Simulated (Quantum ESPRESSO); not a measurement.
# W (Im-3m) in Quantum ESPRESSO: notebook

One crystal, W, is run at these levels: PBE, LDA; tasks: phonons and electron-phonon coupling.

Program: Quantum ESPRESSO 7.5. These are calculated values, not measurements. Logs are shortened: lines on timing, memory, paths and dates and some standing lists are left out, and cuts for length are marked.

## 1. Starting point

It takes space group Im-3m (No. 229, cubic). The conventional cell has a = 3.165 Å, b = 3.165 Å, c = 3.165 Å, α = 90.00°, β = 90.00°, γ = 90.00°. Around W (site symmetry m-3m) lie 8 W at 2.74 Å.

## 2. Phonons and electron-phonon coupling, PBE

The input, pw.in:

```
&CONTROL
  calculation = 'scf'
  prefix = 'pwscf'
  outdir = './tmp'
  pseudo_dir = './pseudo'
  tprnfor = .true.
  tstress = .true.
  disk_io = 'low'
/
&SYSTEM
  ibrav = 0
  nat = 1
  ntyp = 1
  ecutwfc = 56
  ecutrho = 448
  nbnd = 13
  occupations = 'smearing'
  smearing = 'mp'
  degauss = 0.01999163
/
&ELECTRONS
  conv_thr = 2d-10
  electron_maxstep = 120
  mixing_beta = 0.5
/
ATOMIC_SPECIES
W    183.8400 w_pbe_v1.2.uspp.F.UPF
CELL_PARAMETERS angstrom
  -1.5825000000    1.5825000000    1.5825000000
   1.5825000000   -1.5825000000    1.5825000000
   1.5825000000    1.5825000000   -1.5825000000
ATOMIC_POSITIONS crystal
W      0.0000000000    0.0000000000    0.0000000000
K_POINTS automatic
12 12 12 0 0 0
```

The input, scf2.in:

```
&CONTROL
  calculation = 'scf'
  prefix = 'pwscf'
  outdir = './tmp'
  pseudo_dir = './pseudo'
  tprnfor = .true.
  tstress = .true.
  disk_io = 'low'
/
&SYSTEM
  ibrav = 0
  nat = 1
  ntyp = 1
  ecutwfc = 56
  ecutrho = 448
  nbnd = 13
  occupations = 'smearing'
  smearing = 'mp'
  degauss = 0.01999163
/
&ELECTRONS
  conv_thr = 1d-13
  electron_maxstep = 120
  mixing_beta = 0.5
  startingpot = 'file'
  startingwfc = 'file'
/
ATOMIC_SPECIES
W    183.8400 w_pbe_v1.2.uspp.F.UPF
CELL_PARAMETERS angstrom
  -1.5825000000    1.5825000000    1.5825000000
   1.5825000000   -1.5825000000    1.5825000000
   1.5825000000    1.5825000000   -1.5825000000
ATOMIC_POSITIONS crystal
W      0.0000000000    0.0000000000    0.0000000000
K_POINTS automatic
12 12 12 0 0 0
```

The input, dense.in:

```
&CONTROL
  calculation = 'scf'
  prefix = 'pwscf'
  outdir = './tmp'
  pseudo_dir = './pseudo'
  tprnfor = .true.
  tstress = .true.
  disk_io = 'low'
/
&SYSTEM
  ibrav = 0
  nat = 1
  ntyp = 1
  ecutwfc = 56
  ecutrho = 448
  nbnd = 13
  occupations = 'smearing'
  smearing = 'mp'
  degauss = 0.01999163
  la2F = .true.
/
&ELECTRONS
  conv_thr = 1d-12
  electron_maxstep = 120
  mixing_beta = 0.5
  startingpot = 'file'
/
ATOMIC_SPECIES
W    183.8400 w_pbe_v1.2.uspp.F.UPF
CELL_PARAMETERS angstrom
  -1.5825000000    1.5825000000    1.5825000000
   1.5825000000   -1.5825000000    1.5825000000
   1.5825000000    1.5825000000   -1.5825000000
ATOMIC_POSITIONS crystal
W      0.0000000000    0.0000000000    0.0000000000
K_POINTS automatic
36 36 36 0 0 0
```

The input, scf3.in:

```
&CONTROL
  calculation = 'scf'
  prefix = 'pwscf'
  outdir = './tmp'
  pseudo_dir = './pseudo'
  tprnfor = .true.
  tstress = .true.
  disk_io = 'low'
/
&SYSTEM
  ibrav = 0
  nat = 1
  ntyp = 1
  ecutwfc = 56
  ecutrho = 448
  nbnd = 13
  occupations = 'smearing'
  smearing = 'mp'
  degauss = 0.01999163
/
&ELECTRONS
  conv_thr = 1d-12
  electron_maxstep = 120
  mixing_beta = 0.5
  startingpot = 'file'
/
ATOMIC_SPECIES
W    183.8400 w_pbe_v1.2.uspp.F.UPF
CELL_PARAMETERS angstrom
  -1.5825000000    1.5825000000    1.5825000000
   1.5825000000   -1.5825000000    1.5825000000
   1.5825000000    1.5825000000   -1.5825000000
ATOMIC_POSITIONS crystal
W      0.0000000000    0.0000000000    0.0000000000
K_POINTS automatic
12 12 12 0 0 0
```

The input, ph.in:

```
phonon_bands of W
&INPUTPH
  prefix = 'pwscf'
  outdir = './tmp'
  tr2_ph = 1d-18
  fildyn = 'dyn'
  niter_ph = 90
  alpha_mix(1) = 0.4
  ldisp = .true.
  nq1 = 4
  nq2 = 4
  nq3 = 4
  electron_phonon = 'interpolated'
  el_ph_sigma = 0.005
  el_ph_nsigma = 10
  fildvscf = 'dvscf'
/
```

The input, q2r.in:

```
&INPUT
  fildyn = 'dyn'
  zasr = 'crystal'
  flfrc = 'fc'
  la2F = .true.
/
```

The input, matdyn.in:

```
&INPUT
  asr = 'crystal'
  flfrc = 'fc'
  flfrq = 'freq'
  q_in_cryst_coord = .true.
  flvec = ' '
/
80
 0.0000000000  0.0000000000  0.0000000000
 0.0312500000 -0.0312500000  0.0312500000
 0.0625000000 -0.0625000000  0.0625000000
 0.0937500000 -0.0937500000  0.0937500000
 0.1250000000 -0.1250000000  0.1250000000
 0.1562500000 -0.1562500000  0.1562500000
 0.1875000000 -0.1875000000  0.1875000000
 0.2187500000 -0.2187500000  0.2187500000
 0.2500000000 -0.2500000000  0.2500000000
 0.2812500000 -0.2812500000  0.2812500000
 0.3125000000 -0.3125000000  0.3125000000
 0.3437500000 -0.3437500000  0.3437500000
 0.3750000000 -0.3750000000  0.3750000000
 0.4062500000 -0.4062500000  0.4062500000
 0.4375000000 -0.4375000000  0.4375000000
 0.4687500000 -0.4687500000  0.4687500000
 0.5000000000 -0.5000000000  0.5000000000
 0.4545454545 -0.4545454545  0.5000000000
 0.4090909091 -0.4090909091  0.5000000000
 0.3636363636 -0.3636363636  0.5000000000
 0.3181818182 -0.3181818182  0.5000000000
 0.2727272727 -0.2727272727  0.5000000000
 0.2272727273 -0.2272727273  0.5000000000
 0.1818181818 -0.1818181818  0.5000000000
 0.1363636364 -0.1363636364  0.5000000000
 0.0909090909 -0.0909090909  0.5000000000
 0.0454545455 -0.0454545455  0.5000000000
 0.0000000000  0.0000000000  0.5000000000
 0.0000000000  0.0000000000  0.4583333333
 0.0000000000  0.0000000000  0.4166666667
 0.0000000000  0.0000000000  0.3750000000
 0.0000000000  0.0000000000  0.3333333333
 0.0000000000  0.0000000000  0.2916666667
 0.0000000000  0.0000000000  0.2500000000
 0.0000000000  0.0000000000  0.2083333333
 0.0000000000  0.0000000000  0.1666666667
 0.0000000000  0.0000000000  0.1250000000
 0.0000000000  0.0000000000  0.0833333333
 0.0000000000  0.0000000000  0.0416666667
 0.0000000000  0.0000000000  0.0000000000
 0.0166666667  0.0166666667  0.0166666667
 0.0333333333  0.0333333333  0.0333333333
 0.0500000000  0.0500000000  0.0500000000
 0.0666666667  0.0666666667  0.0666666667
 0.0833333333  0.0833333333  0.0833333333
 0.1000000000  0.1000000000  0.1000000000
 0.1166666667  0.1166666667  0.1166666667
 0.1333333333  0.1333333333  0.1333333333
 0.1500000000  0.1500000000  0.1500000000
 0.1666666667  0.1666666667  0.1666666667
 0.1833333333  0.1833333333  0.1833333333
 0.2000000000  0.2000000000  0.2000000000
 0.2166666667  0.2166666667  0.2166666667
 0.2333333333  0.2333333333  0.2333333333
 0.2500000000  0.2500000000  0.2500000000
 0.2666666667  0.2000000000  0.2666666667
 0.2833333333  0.1500000000  0.2833333333
 0.3000000000  0.1000000000  0.3000000000
 0.3166666667  0.0500000000  0.3166666667
 0.3333333333  0.0000000000  0.3333333333
 0.3500000000 -0.0500000000  0.3500000000
 0.3666666667 -0.1000000000  0.3666666667
 0.3833333333 -0.1500000000  0.3833333333
 0.4000000000 -0.2000000000  0.4000000000
 0.4166666667 -0.2500000000  0.4166666667
 0.4333333333 -0.3000000000  0.4333333333
 0.4500000000 -0.3500000000  0.4500000000
 0.4666666667 -0.4000000000  0.4666666667
 0.4833333333 -0.4500000000  0.4833333333
 0.5000000000 -0.5000000000  0.5000000000
 0.2500000000  0.2500000000  0.2500000000
 0.2222222222  0.2222222222  0.2777777778
 0.1944444444  0.1944444444  0.3055555556
 0.1666666667  0.1666666667  0.3333333333
 0.1388888889  0.1388888889  0.3611111111
 0.1111111111  0.1111111111  0.3888888889
 0.0833333333  0.0833333333  0.4166666667
 0.0555555556  0.0555555556  0.4444444444
 0.0277777778  0.0277777778  0.4722222222
 0.0000000000  0.0000000000  0.5000000000
```

The input, matdyn_dos.in:

```
&INPUT
  asr = 'crystal'
  flfrc = 'fc'
  dos = .true.
  fldos = 'phdos'
  nk1 = 18
  nk2 = 18
  nk3 = 18
  deltaE = 1
  flvec = ' '
  flfrq = ' '
/
```

The input, matdyn_a2f.in:

```
&INPUT
  asr = 'crystal'
  flfrc = 'fc'
  la2F = .true.
  dos = .true.
  fldos = 'dos2'
  nk1 = 14
  nk2 = 14
  nk3 = 14
  ndos = 60
  el_ph_nsigma = 10
  flfrq = 'dosfreq2'
  flvec = ' '
/
```

The input, matdyn_mesh.in:

```
&INPUT
  asr = 'crystal'
  flfrc = 'fc'
  flfrq = 'mesh'
  q_in_cryst_coord = .true.
  flvec = ' '
/
1000
 0.05000000  0.05000000  0.05000000
 0.05000000  0.05000000  0.15000000
 0.05000000  0.05000000  0.25000000
[... 997 further points of the even 10 x 10 x 10 mesh, shifted by half a step ...]
```

Potentials or basis: GBRV 1.5 PBE.

Command:

```
$ OMP_NUM_THREADS=1 mpirun -n 4 pw.x -nk 4 -in pw.in > pw.out
$ OMP_NUM_THREADS=1 mpirun -n 4 pw.x -nk 4 -in scf2.in > scf2.out
$ OMP_NUM_THREADS=1 mpirun -n 4 pw.x -nk 4 -in dense.in > dense.out
$ OMP_NUM_THREADS=1 mpirun -n 4 pw.x -nk 4 -in scf3.in > scf3.out
$ OMP_NUM_THREADS=1 mpirun -n 4 ph.x -nk 4 -in ph.in > ph.out
$ OMP_NUM_THREADS=1 mpirun -n 1 q2r.x -in q2r.in > q2r.out
$ OMP_NUM_THREADS=1 mpirun -n 1 matdyn.x -in matdyn.in > matdyn.out
$ OMP_NUM_THREADS=1 mpirun -n 1 matdyn.x -in matdyn_dos.in > matdyn_dos.out
$ OMP_NUM_THREADS=1 mpirun -n 1 matdyn.x -in matdyn_a2f.in > matdyn_a2f.out
$ OMP_NUM_THREADS=1 mpirun -n 1 matdyn.x -in matdyn_mesh.in > matdyn_mesh.out
```

pw.out:

```text
This program is part of the open-source Quantum ESPRESSO suite
     for quantum simulation of materials; please cite
         "P. Giannozzi et al., J. Phys.:Condens. Matter 21 395502 (2009);
         "P. Giannozzi et al., J. Phys.:Condens. Matter 29 465901 (2017);
         "P. Giannozzi et al., J. Chem. Phys. 152 154105 (2020);
     in publications or presentations arising from this work. More details at

     Message from routine setup:
     using ibrav=0 with symmetry is DISCOURAGED, use correct ibrav instead

     K-points division:     npool     =       4
     Subspace diagonalization in iterative solution of the eigenvalue problem:
     a serial algorithm will be used

     G-vector sticks info
     --------------------
     sticks:   dense  smooth     PW     G-vecs:    dense   smooth      PW
     Sum         905     451    173                17117     6051    1481

     Using Slab Decomposition

     bravais-lattice index     =            0
     lattice parameter (alat)  =       5.1797  a.u.
     unit-cell volume          =     106.9763 (a.u.)^3
     number of atoms/cell      =            1
     number of atomic types    =            1
     number of electrons       =        14.00
     number of Kohn-Sham states=           13
     kinetic-energy cutoff     =      56.0000  Ry
     charge density cutoff     =     448.0000  Ry
     scf convergence threshold =      2.0E-10
     mixing beta               =       0.5000
     number of iterations used =            8  plain     mixing
     Exchange-correlation= SLA  PW   PBE  PBE
                           (   1   4   3   4   0   0   0)

     celldm(1)=   5.179683  celldm(2)=   0.000000  celldm(3)=   0.000000
     celldm(4)=   0.000000  celldm(5)=   0.000000  celldm(6)=   0.000000

     crystal axes: (cart. coord. in units of alat)
               a(1) = (  -0.577350   0.577350   0.577350 )
               a(2) = (   0.577350  -0.577350   0.577350 )
               a(3) = (   0.577350   0.577350  -0.577350 )

     reciprocal axes: (cart. coord. in units 2 pi/alat)
               b(1) = ( -0.000000  0.866025  0.866025 )
               b(2) = (  0.866025 -0.000000  0.866025 )
               b(3) = (  0.866025  0.866025  0.000000 )

     PseudoPot. # 1 for W  read from file:
     w_pbe_v1.2.uspp.F.UPF
     Pseudo is Ultrasoft + core correction, Zval = 14.0
     Generated by new atomic code, or converted to UPF format
     Using radial grid of  923 points,  8 beta functions with:
                l(1) =   0
                l(2) =   0
                l(3) =   0
                l(4) =   1
                l(5) =   1
                l(6) =   2
                l(7) =   2
                l(8) =   3
     Q(r) pseudized with  6 coefficients,  rinner =    1.350   1.350   1.350
                                                       1.350   1.350   1.350
                                                       1.350

     atomic species   valence    mass     pseudopotential
     W                14.00   183.84000     W ( 1.00)

     48 Sym. Ops., with inversion, found

   Cartesian axes

     site n.     atom                  positions (alat units)
         1        W      tau(   1) = (   0.0000000   0.0000000   0.0000000  )

     number of k points=    72  Methfessel-Paxton smearing, width (Ry)=  0.0200
                       cart. coord. in units 2pi/alat
        k(    1) = (   0.0000000   0.0000000   0.0000000), wk =   0.0011574
        k(    2) = (   0.0721688   0.0721688   0.0000000), wk =   0.0138889
        k(    3) = (   0.1443376   0.1443376   0.0000000), wk =   0.0138889
        k(    4) = (   0.2165064   0.2165064   0.0000000), wk =   0.0138889
        k(    5) = (   0.2886751   0.2886751   0.0000000), wk =   0.0138889
        k(    6) = (   0.3608439   0.3608439   0.0000000), wk =   0.0138889
[... 64 lines left out ...]
        k(   71) = (  -0.8660254  -0.0721688  -0.0721688), wk =   0.0138889
        k(   72) = (  -0.8660254  -0.8660254  -0.8660254), wk =   0.0011574

     Dense  grid:    17117 G-vectors     FFT dimensions: (  36,  36,  36)

     Smooth grid:     6051 G-vectors     FFT dimensions: (  25,  25,  25)

     Initial potential from superposition of free atoms

     starting charge      13.8997, renormalised to      14.0000

     negative rho (up, down):  6.256E-02 0.000E+00
     Starting wfcs are   13 randomized atomic wfcs

     Self-consistent Calculation

     iteration #  1     ecut=    56.00 Ry     beta= 0.50
     Davidson diagonalization with overlap
     ethr =  1.00E-02,  avg # of iterations =  3.4

     Threshold (ethr) on eigenvalues was too large:
     Diagonalizing with lowered threshold

     Davidson diagonalization with overlap
     ethr =  3.95E-04,  avg # of iterations =  1.0

     negative rho (up, down):  6.462E-02 0.000E+00

     total energy              =    -159.13661363 Ry
     estimated scf accuracy    <       0.05654903 Ry

     iteration #  2     ecut=    56.00 Ry     beta= 0.50
     Davidson diagonalization with overlap
     ethr =  4.04E-04,  avg # of iterations =  1.9

     negative rho (up, down):  6.668E-02 0.000E+00

     total energy              =    -159.14225245 Ry
     estimated scf accuracy    <       0.00327365 Ry

     iteration #  3     ecut=    56.00 Ry     beta= 0.50
     Davidson diagonalization with overlap
     ethr =  2.34E-05,  avg # of iterations =  1.9
[... 24 lines left out ...]
     iteration #  6     ecut=    56.00 Ry     beta= 0.50
     Davidson diagonalization with overlap
     ethr =  8.42E-10,  avg # of iterations =  2.3

     negative rho (up, down):  6.754E-02 0.000E+00

     total energy              =    -159.14261663 Ry
     estimated scf accuracy    <       0.00000008 Ry

     iteration #  7     ecut=    56.00 Ry     beta= 0.50
     Davidson diagonalization with overlap
     ethr =  5.96E-10,  avg # of iterations =  2.0

     negative rho (up, down):  6.754E-02 0.000E+00

     End of self-consistent calculation

          k = 0.0000 0.0000 0.0000 (   767 PWs)   bands (ev):

   -51.5146 -15.0805 -15.0805 -15.0805  13.0283  21.4422  21.4422  21.4422
    24.9300  24.9300  37.1753  37.1753  37.1753

          k = 0.0722 0.0722 0.0000 (   744 PWs)   bands (ev):

   -51.5057 -15.1736 -15.1096 -15.0810  13.3619  21.2421  21.3911  21.7675
    24.6296  24.9346  37.4497  37.7380  37.9666

          k = 0.1443 0.1443 0.0000 (   754 PWs)   bands (ev):

   -51.4813 -15.4222 -15.1881 -15.0822  14.2741  20.7387  21.1391  22.7183
    24.2339  24.9802  37.9105  39.3216  39.4994

          k = 0.2165 0.2165 0.0000 (   764 PWs)   bands (ev):

   -51.4478 -15.7496 -15.2936 -15.0840  15.4469  20.1309  20.8224  24.2140
    24.3072  25.1257  37.4049  39.1631  41.6985
[... 328 lines left out ...]
   -51.2944 -15.9797 -15.9191 -15.9191  17.1910  17.3440  25.8299  25.8299
    27.1987  29.0838  33.6466  33.6466  40.4305

          k =-0.8660-0.0722-0.0722 (   756 PWs)   bands (ev):

   -51.2875 -16.0076 -15.9498 -15.9245  17.0340  17.0897  26.3027  26.4187
    27.8994  30.8619  31.5753  32.4050  40.0434

          k =-0.8660-0.8660-0.8660 (   736 PWs)   bands (ev):

   -51.2808 -15.9808 -15.9808 -15.9808  16.8392  16.8392  27.8381  27.8381
    27.8381  30.9089  30.9089  30.9089  38.7998

     the Fermi energy is    22.5963 ev

!    total energy              =    -159.14261665 Ry
     estimated scf accuracy    <          3.2E-11 Ry
     smearing contrib. (-TS)   =      -0.00009317 Ry
     internal energy E=F+TS    =    -159.14252348 Ry

     The total energy is F=E-TS. E is the sum of the following terms:
     one-electron contribution =     -14.26990093 Ry
     hartree contribution      =      15.65212067 Ry
     xc contribution           =     -41.26512751 Ry
     ewald contribution        =    -119.25961570 Ry

     convergence has been achieved in   7 iterations

     negative rho (up, down):  6.754E-02 0.000E+00

     Forces acting on atoms (cartesian axes, Ry/au):

     atom    1 type  1   force =     0.00000000    0.00000000    0.00000000

     Total force =     0.000000     Total SCF correction =     0.000000

     Computing stress (Cartesian axis) and pressure

     negative rho (up, down):  6.754E-02 0.000E+00
          total   stress  (Ry/bohr**3)                   (kbar)     P=       59.25
   0.00040280   0.00000000   0.00000000           59.25        0.00        0.00
   0.00000000   0.00040280   0.00000000            0.00       59.25        0.00
   0.00000000   0.00000000   0.00040280            0.00        0.00       59.25

=------------------------------------------------------------------------------=
   JOB DONE.
=------------------------------------------------------------------------------=
```

It took 18 min on 4 MPI ranks of AMD EPYC 7R43 (Zen 3), shared host; peak memory 0.48 GiB.

Results:

```yaml
Free_energy: -2165.2456 eV
Pressure: 5.9 GPa
Band_gap_on_the_k_mesh: none (metal or under the smearing width)
Highest_phonon_frequency: 228 cm⁻¹
Zero-point_energy: 0.030 eV/atom
```

Levels at points of the mesh, in eV from the Fermi level:
```csv
k point,band 4,band 5,band 6,band 7,band 8,band 9,band 10,band 11
"(0.00, 0.00, 0.00)",-37.68,-9.57,-1.15,-1.15,-1.15,2.33,2.33,14.58
"(0.00, 0.00, -0.50)",-37.68,-6.20,-3.49,0.75,2.23,3.21,6.23,11.15
"(-0.50, -0.50, -0.50)",-38.58,-5.76,-5.76,5.24,5.24,5.24,8.31,8.31
```

Phonon frequencies in cm⁻¹ (negative: imaginary):
| q point | frequencies |
| --- | --- |
| (0.000, 0.000, 0.000) | 0 0 0 |
| (0.219, -0.219, 0.219) | 119 119 186 |
| (0.438, -0.438, 0.438) | 181 181 197 |
| (0.273, -0.273, 0.500) | 161 193 205 |
| (0.000, 0.000, 0.458) | 127 149 226 |
| (0.000, 0.000, 0.167) | 70 74 118 |
| (0.050, 0.050, 0.050) | 55 55 89 |
| (0.167, 0.167, 0.167) | 160 160 189 |
| (0.283, 0.150, 0.283) | 169 185 185 |
| (0.400, -0.200, 0.400) | 183 193 193 |
| (0.250, 0.250, 0.250) | 179 179 179 |
| (0.056, 0.056, 0.444) | 138 153 223 |

Phonon frequencies at the corners of the path (cm⁻¹, interpolated; i marks imaginary ones):
```tsv
point	frequencies
Γ	0 0 0
H	186 186 186
N	127 150 228
P	179 179 179
```

Phonon states per cell in windows of 10 cm⁻¹ (negative: imaginary):
```csv
from (cm⁻¹),total
0,0.00
10,0.00
20,0.00
30,0.00
40,0.01
50,0.01
60,0.02
70,0.03
80,0.04
90,0.05
100,0.07
110,0.10
120,0.16
130,0.23
140,0.27
150,0.34
160,0.36
170,0.28
180,0.23
190,0.19
200,0.29
210,0.27
220,0.05
```

Harmonic thermodynamics per atom at this volume (zero-point energy 30.2 meV, Debye temperature from the second moment 310 K):
| T (K) | free energy (meV) | entropy (k_B) | heat capacity Cv (k_B) |
| --- | --- | --- | --- |
| 50 | 30.0 | 0.25 | 0.71 |
| 100 | 27.0 | 1.16 | 1.93 |
| 200 | 9.5 | 2.80 | 2.67 |
| 298.15 | -19.1 | 3.90 | 2.84 |
| 500 | -101.0 | 5.40 | 2.94 |
| 800 | -260.1 | 6.80 | 2.98 |

Electron-phonon coupling by broadening of the double delta (levels on a 36 × 36 × 36 mesh):
```csv
broadening (eV),λ,N(E_F) (states/eV a spin and cell),ω_log (K),"Tc, μ* 0.10 (K)","Tc, μ* 0.13 (K)"
0.07,0.46,0.207,220,1.9,1.0
0.14,0.37,0.232,225,0.6,0.2
0.20,0.33,0.235,225,0.2,0.1
0.27,0.31,0.234,224,0.1,0.0
0.34,0.30,0.234,224,0.1,0.0
0.41,0.30,0.235,224,0.1,0.0
0.48,0.30,0.237,224,0.1,0.0
0.54,0.30,0.239,225,0.1,0.0
0.61,0.31,0.242,225,0.1,0.0
0.68,0.31,0.245,225,0.2,0.0
```

The same from a weighted sum over the computed q points, without interpolation:
```csv
broadening (eV),λ,ω_log (K),"Tc, μ* 0.10 (K)","Tc, μ* 0.13 (K)"
0.07,0.48,212,2.2,1.3
0.14,0.39,214,0.8,0.3
0.20,0.34,216,0.3,0.1
0.27,0.32,216,0.2,0.0
0.34,0.31,217,0.2,0.0
0.41,0.31,218,0.1,0.0
0.48,0.31,219,0.2,0.0
0.54,0.31,220,0.2,0.0
0.61,0.32,221,0.2,0.0
0.68,0.32,222,0.2,0.0
```

Eliashberg function at a broadening of 0.27 eV:
```tsv
cm⁻¹	α²F
6	0.000
17	0.000
29	0.000
41	-0.001
52	-0.001
64	-0.001
75	-0.001
87	0.002
98	0.010
110	0.031
122	0.117
133	0.345
145	0.341
156	0.321
168	0.265
179	0.198
191	0.114
203	0.163
214	0.182
226	0.013
```

Coupling and linewidth of each mode at the computed q points (broadening 0.27 eV):
```
                    q         cm⁻¹  λ of the modes  linewidths (GHz)
   (0.00, 0.00, 0.25)  101 102 165  0.09 0.06 0.08             3 2 6
  (0.00, 0.00, -0.50)  127 150 228  0.73 0.06 0.08           32 4 11
   (0.00, 0.25, 0.25)  152 171 201  0.08 0.05 0.05             5 4 6
   (0.25, 0.25, 0.25)  179 179 179  0.07 0.07 0.07             6 6 6
  (0.25, 0.25, -0.25)  130 130 201  0.17 0.17 0.13            8 8 14
 (0.25, -0.50, -0.50)  158 192 208  0.27 0.08 0.04            19 8 4
(-0.50, -0.50, -0.50)  186 186 186  0.15 0.18 0.17          14 17 16
```

Caveat: λ from interpolated matrix elements is rough: modes that symmetry makes equal can differ by tens of percent.

[end of part 1 of 2]
